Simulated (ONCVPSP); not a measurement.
# An ONCV potential for As, from input to tests

Task: generate the file, and judge it by its errors in other configurations, its logarithmic derivatives, its ghosts and its cutoff.

Program: ONCVPSP 4.0.1. Reference atom: PBE, scalar-relativistic, spherical and spin-unpolarised. All values are calculated.

### Step 1. Settings

Typed settings, in words:

| Item | Value |
| --- | --- |
| element | arsenic (As, Z = 33) |
| type | optimised norm-conserving Vanderbilt (ONCV) |
| frozen core | [Ne] 3s2 |
| valence charge | 21 |
| reference configuration | 3p6 3d10 4s2 4p3 |
| partial waves | 4s: rc 1.65 bohr, ncon 4, nbas 8, qcut 4.1 1/bohr, 2 projectors, debl 3.8 Ha; 3p+4p: rc 0.95 bohr, ncon 3, nbas 6, qcut 13.2 1/bohr, 3 projectors, debl 2 Ha; 3d: rc 0.70 bohr, ncon 3, nbas 7, qcut 25.6 1/bohr, 2 projectors, debl 3.5 Ha |
| local potential | polynomial inside 0.45 bohr (lpopt 5, dvloc0 4 Ha) |
| core correction | Teter function, fcfact 4.25, rcfact 1.75 |

The nodes and maxima of the atom's own shells, from an earlier all-electron run, set the scale for the radii.

All-electron outer shells of the reference configuration (PBE, scalar-relativistic, ld1.x):

```
shell  level (eV)  outermost node (bohr)  outermost maximum (bohr)
   2p    -1303.65                      –                      0.14
   3s     -190.31                   0.25                      0.52
   3p     -133.68                   0.22                      0.52
   3d      -40.65                      –                      0.47
   4s      -14.49                   0.73                      1.61
   4p       -5.19                   0.78                      2.00
```

### Step 2. The generation run

As.dat

```
# ATOM AND REFERENCE CONFIGURATION
# atsym  z   nc   nv     iexc    psfile
  As 33.00    4    4        4      upf
#
#   n    l    f
    1    0    2.00
    2    0    2.00
    2    1    6.00
    3    0    2.00
    3    1    6.00
    3    2   10.00
    4    0    2.00
    4    1    3.00
#
# PSEUDOPOTENTIAL AND OPTIMIZATION
# lmax
    2
#
#   l,   rc,      ep,       ncon, nbas, qcut
    0    1.65    0.00    4    8    4.10
    1    0.95    0.00    3    6   13.20
    2    0.70    0.00    3    7   25.60
#
# LOCAL POTENTIAL
# lloc, lpopt,  rc(5),   dvloc0
    4    5    0.45    4.00
#
# VANDERBILT-KLEINMAN-BYLANDER PROJECTORs
# l, nproj, debl
    0    2    3.80
    1    3    2.00
    2    2    3.50
#
# MODEL CORE CHARGE
# icmod, fcfact, rcfact
    3    4.25    1.75
#
# LOG DERIVATIVE ANALYSIS
# epsh1, epsh2, depsh
   -6.00    5.00    0.04
#
# OUTPUT GRID
# rlmax, drl
    6.00    0.01
#
# TEST CONFIGURATIONS
# ncnf
    4
# nvcnf
#   n    l    f
    4
    3    1    6.00
    3    2   10.00
    4    0    2.00
    4    1    2.00
#
    4
    3    1    6.00
    3    2   10.00
    4    0    2.00
    4    1    1.00
#
    4
    3    1    6.00
    3    2   10.00
    4    0    2.00
    4    1    0.00
#
    4
    3    1    5.00
    3    2   10.00
    4    0    2.00
    4    1    3.00
#
```

Run with:

```sh
$ oncvpsp.x < As.dat > As.out
```

**Question.** What will these runs give? Wanted: cutoffs for 1 and 0.1 mHa per electron, occupied waves; bound ghosts; GHOST(+) flags; largest test error; largest phase difference near zero energy, channels read; rms error of d²Exc/dn², without and with the model core.

**Answer**, as computed:

| quantity | value |
| --- | --- |
| cutoffs for 1 and 0.1 mHa per electron, occupied waves | 221 Ha and 254 Ha |
| bound ghosts | s at -589.27 eV |
| GHOST(+) flags | s at 190 eV |
| largest test error (AE − PS) | -115 meV, for 3p5 3d10 4s2 4p3 |
| largest phase difference near zero energy, channels read | 0.000 rad |
| rms error of d²Exc/dn², without and with the model core | 3.33 and 0.76 mHa |

In words: It has a bound ghost (s), a state that the atom doesn't have, and that rules the file out. By total energies transferability is fair for so large an energy: the largest error is 115 meV on 144.4 eV, for 3p5 3d10 4s2 4p3. That test lies far up in energy; among those under 40 eV, nearer to bonding, the largest error is 1.5 meV. It counts as very hard, with 221 Ha needed at the looser tolerance. At the looser tolerance the 3d wave is the slowest; 3p needs 63 Ha. Near zero energy the phases of the channels with partial waves agree within 0.001 rad. The program also flags highly localised states, GHOST(+) (s). All of this concerns the isolated atom, not yet a solid.
